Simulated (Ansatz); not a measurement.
# C2H6GeSe: rigid scan of one bond length in Python

Aim: a rigid scan of one bond length, for C2H6GeSe, run from a script.

Computed with Ansatz 0.2.0 through its Python package. Level of theory: MP2/def2-SVP.

## (1) The structure

Bond lengths: C1–C2 1.267 Å, C2–Ge3 1.904 Å, C2–Se4 1.972 Å, C1–H5 1.142 Å, C1–H6 1.103 Å, Ge3–H7 1.598 Å, Ge3–H8 1.489 Å, Ge3–H9 1.609 Å, Se4–H10 1.507 Å. Angles: C1–C2–Ge3 119.1°, C1–C2–Se4 122.1°, Ge3–C2–Se4 118.8°, C2–C1–H5 121.4°, C2–C1–H6 125.4°, H5–C1–H6 113.2°, C2–Ge3–H7 109.4°, C2–Ge3–H8 111.4°, C2–Ge3–H9 110.0°, H7–Ge3–H8 109.2°, H7–Ge3–H9 106.9°, H8–Ge3–H9 109.9°, C2–Se4–H10 89.4°.

No structure file is read: the coordinates are typed or built in the script.

## (2) Script

c2h6gese.py reads:

```python
"""Stretching a bond of C2H6GeSe, the rest held rigid."""

import ansatz as az
from ase import Atoms
import numpy as np

BASIS_SET = "def2-SVP"
LEVEL = "mp2"


def main() -> None:
    atoms = Atoms(["C", "C", "Ge", "Se", "H", "H", "H", "H", "H", "H"], positions=[
        [-1.1833, 0.8283, -0.4092],
        [-0.1169, 0.1474, -0.4807],
        [0.3162, -1.0458, 0.9385],
        [1.1298, 0.3069, -2.0007],
        [-1.4905, 1.5427, -1.246],
        [-1.897, 0.8124, 0.432],
        [1.7167, -1.7511, 0.6301],
        [-0.7306, -2.0911, 1.1091],
        [0.4986, -0.2246, 2.3104],
        [1.8401, 1.4238, -1.2806],
    ])
    geometry = az.Crystal.molecule_from_ase(atoms)

    symbols = [site.symbol for site in geometry.cartesian_sites]
    start = np.array([site.position_ang for site in geometry.cartesian_sites])
    axis = (start[6] - start[2]) / np.linalg.norm(start[6] - start[2])
    moving = [6]
    lengths, energies = [1.36, 1.47, 1.6, 1.76, 2.0, 2.4, 2.88, 3.52], []
    for length in lengths:
        xyz = start.copy()
        xyz[moving] += (length - np.linalg.norm(start[6] - start[2])) * axis
        point = az.Crystal.molecule()
        for symbol, xyz in zip(symbols, xyz):
            point = point.atom(symbol, xyz.tolist())
        job = (
            point.calculation()
            .basis(gaussian=BASIS_SET)
            .correlation(LEVEL)
            .scf(lower_state_search="light")
        )
        data = job.run(threads=1, pin="off").report
        energies.append(data["free_energy_ev"])
        print(f"r = {length:6.3f} A  E = {energies[-1]:.5f} eV  <S^2> = {abs(data['mean_field']['state']['spin_squared']):.3f}")

    print("energy above the lowest point (eV):", [round(e - min(energies), 3) for e in energies])


if __name__ == "__main__":
    main()
```

## (3) The input behind the calls

The engine receives this input (first run):

```yaml
crystal:
  periodic: [false, false, false]
  atoms:
    - { symbol: C, position_ang: [-1.1833, 0.8283, -0.4092] }
    - { symbol: C, position_ang: [-0.1169, 0.1474, -0.4807] }
    - { symbol: Ge, position_ang: [0.3162, -1.0458, 0.9385] }
    - { symbol: Se, position_ang: [1.1298, 0.3069, -2.0007] }
    - { symbol: H, position_ang: [-1.4905, 1.5427, -1.246] }
    - { symbol: H, position_ang: [-1.897, 0.8124, 0.432] }
    - { symbol: H, position_ang: [1.5080320760563644, -1.6460136117404884, 0.676050151905903] }
    - { symbol: H, position_ang: [-0.7306, -2.0911, 1.1091] }
    - { symbol: H, position_ang: [0.4986, -0.2246, 2.3104] }
    - { symbol: H, position_ang: [1.8401, 1.4238, -1.2806] }
basis:
  gaussian:
    orbitals: def2-SVP
correlation:
  method: mp2
scf:
  lower_state_search: light
```

## (4) Running it

On the command line:

```bash
$ python c2h6gese.py
```

**Question.** What results will this script give? Wanted: range of energy; lowest point, distance.

As calculated:

```
                  quantity     value
             runs compared         8
           range of energy  4.803 eV
lowest point, distance (Å)      1.47
```

The lowest point, at 1.47, lies inside the range. The ends stand 0.294 and 4.8 eV above it. The distance scanned is the script's pair 2, 6. What to keep in mind:
- The rest of the molecule is held rigid at a force-field or estimated start geometry, and the basis set is modest; single-reference methods fail as a bond breaks.
- The orbitals are restricted, so S² is zero by construction.
- Toward dissociation an unrestricted state lies under the restricted one, by 1 to 2 eV or more.
